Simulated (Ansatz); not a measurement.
# HBrCl (doublet): from Hartree-Fock to the top rungs at distance Br1–H2 along a hydrogen transfer = 1.964 Å, cc-pVDZ

Aim: climb from Hartree-Fock through coupled cluster and multireference methods for HBrCl (doublet) at one geometry and basis, and see what each rung misses.

Method: cc-pVDZ, core rule «outside noble gas», up to 19 orbitals frozen; program: Ansatz 0.2.0, Gaussian basis.

The runs, in order: UHF; CCSD(T) on ROHF; CCSD(T) on UHF; BCCD(T) on ROHF; CISD; CCSDT(Q) on ROHF; CCSDT(Q) on UHF; CASSCF and MRCISD+Q, 3 electrons in 3 orbitals; CASSCF and NEVPT2, 3 electrons in 3 orbitals; CASSCF and MRCISD+Q, 15 electrons in 9 orbitals; CASSCF and NEVPT2, 15 electrons in 9 orbitals.

11 further runs of the same task are left out: 1 for a mislabelled method, 10 that didn't finish.

### Step 1. The system

The geometry derives from fragments relaxed apart (PBE0/def2-TZVP) and kept rigid, so it is no stationary point. A hydrogen atom is moved between rigid fragments. No spin-orbit coupling is included. The filled d shell of Br may be among the frozen orbitals whatever the setting's name suggests; the logs give the count.

3 atoms, charge 0, spin multiplicity 2.

Atoms are counted from 1 here; the program's logs count them from 0.

Bond lengths: H2–Cl3 1.567 Å.

### Step 2. UHF

The input, in.yaml:

```yaml
crystal:
  periodic: [false, false, false]
  atoms:
    - {symbol: Br, position_ang: [0.000000, 0.000000, -1.831667]}
    - {symbol: H, position_ang: [0.000000, 0.000000, 0.132333]}
    - {symbol: Cl, position_ang: [0.000000, 0.000000, 1.699333]}
basis:
  gaussian: {orbitals: cc-pVDZ}
magnetization: {spin_polarized: true, initial_magnetization: 1}
hamiltonian: {xc: hf}
output: {orbitals: {seedname: orbitals}}
```

On the command line:

```bash
$ ansatz run in.yaml --threads 1 --pin off --events-out ev --progress --plain --max-ram 2393MiB
```

The runs that follow: CCSD(T) on ROHF; CCSD(T) on UHF; BCCD(T) on ROHF; CISD; CCSDT(Q) on ROHF; CCSDT(Q) on UHF; CASSCF and MRCISD+Q, 3 electrons in 3 orbitals; CASSCF and NEVPT2, 3 electrons in 3 orbitals; CASSCF and MRCISD+Q, 15 electrons in 9 orbitals; CASSCF and NEVPT2, 15 electrons in 9 orbitals.

Before running them: what should the planned runs give, taken together? Wanted: UCCSDT(Q) below the RHF energy; RMP2 from UCCSDT(Q); UMP2 from UCCSDT(Q); RCCSD from UCCSDT(Q); RCCSD(T) from UCCSDT(Q); UCCSD(T) from UCCSDT(Q); RCCSDT(Q) from UCCSDT(Q); NEVPT2 pair from UCCSDT(Q); MRCISD+Q pair from UCCSDT(Q).

The runs gave:

| quantity | value |
| --- | --- |
| UCCSDT(Q) below the RHF energy | -7.7927 eV |
| RMP2 from UCCSDT(Q) | +935.2 meV |
| UMP2 from UCCSDT(Q) | +948.4 meV |
| RCCSD from UCCSDT(Q) | +155.8 meV |
| RCCSD(T) from UCCSDT(Q) | +30.9 meV |
| UCCSD(T) from UCCSDT(Q) | +28.5 meV |
| RCCSDT(Q) from UCCSDT(Q) | +2.3 meV |
| NEVPT2 pair from UCCSDT(Q) | +904.2 meV |
| MRCISD+Q pair from UCCSDT(Q) | +32.6 meV |
| NEVPT2 valence from UCCSDT(Q) | +1574.1 meV |
| levels within 1 kcal/mol (43 meV) | RCCSD(T), UCCSD(T), BCCD(T), RCCSDT, UCCSDT, RCCSDT(Q), MRCISD+Q pair, MRCISD+Q valence |
| T1 diagnostic | 0.012 |
| effectively unpaired electrons | 1.01 |

**Reading.** RCCSD(T) lands +30.9 meV from the yardstick (0.4 % of the correlation energy). One determinant dominates. Of the multireference levels listed MRCISD+Q pair comes nearest in total energy (+32.6 meV), which doesn't show that its space is the better one. These misses are within one basis, not against nature; the frozen cores of restricted and unrestricted runs differ, which can shift their rows.
